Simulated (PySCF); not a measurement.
# AsOOH: structure of the singlet

Where does singlet AsOOH go from a bent start, is the end point a minimum, and what are its modes, charges and moments?

Method: PBE0, basis As def2-TZVP, O def2-TZVP, H def2-TZVP, no relativity, density fitting; program: PySCF 2.14.0.

## Step 1: The system as given

4 atoms, charge 0, spin multiplicity 1.

Bond lengths: As1–O2 1.710 Å, As1–O3 1.840 Å, O3–H4 0.960 Å. Angles: O2–As1–O3 110.0°, As1–O3–H4 130.0°.

```xyz
4
charge 0 multiplicity 1
As    0.0000    0.0000    0.0000
O     1.4007    0.0000    0.9808
O    -1.5072    0.0000    1.0554
H    -2.0127    0.7354    1.4093
```

## Step 2: Finding the electronic state

One driver script runs all steps and calls PySCF; scf.py shows how it sets up the SCF of each step. The optimiser is the driver's own. After this first run the driver tries any further starts and a stability analysis.

File scf.py:

```python
from pyscf import gto, scf, dft
mol = gto.M(atom='''
As     0.000000     0.000000     0.000000
O      1.400700     0.000000     0.980800
O     -1.507200     0.000000     1.055400
H     -2.012700     0.735400     1.409300''',
    basis={'As': 'def2-TZVP', 'O': 'def2-TZVP', 'H': 'def2-TZVP'},
    charge=0, spin=0)
mf = dft.RKS(mol, xc='PBE0')
mf.grids.atom_grid = (50, 194)
aux = {'As': 'def2-universal-JKFIT', 'O': 'def2-universal-JKFIT', 'H': 'def2-universal-JKFIT'}
mf = mf.density_fit(auxbasis=aux)
mf.conv_tol = 1e-08
mf.diis_space = 10
mf.max_cycle = 60
mf.init_guess = 'minao'
mf.verbose = 4
mf.kernel()
```

Run with:

```console
> OMP_NUM_THREADS=4 python axn.py task.json out
```

Further steps of the session: Bent start, singlet: relaxation; Hessian and properties.

**Question.** What will these runs give? Wanted: minimum; geometry; wavenumbers; dipole moment; highest occupied, lowest empty level; polar-tensor charge of As1; zero-point energy; atomisation energy.

As calculated:

| quantity | value |
| --- | --- |
| minimum | singlet, Cs |
| geometry | As–O 1.611 Å, As–O 1.765 Å, O–H 0.968 Å; As–O–H 109.7°, O–As–O 105.5° |
| wavenumbers (cm⁻¹) | 306 (a'), 542 (a''), 709 (a'), 927 (a'), 1035 (a'), 3790 (a') |
| dipole moment | 1.63 D |
| highest occupied, lowest empty level | -8.34, -2.77 eV |
| polar-tensor charge of As1 | +1.10 e |
| zero-point energy | 43.7 kJ/mol |
| entropy at 298.15 K | 275.0 J/(mol K) |
| atomisation energy (no zero-point energy) | 1292 kJ/mol |

In words: From C1 at the start the molecule goes to a Cs minimum. In the infrared the band at 542 cm⁻¹ (a'') leads. Other starts or spin states, not run here, may lie lower.
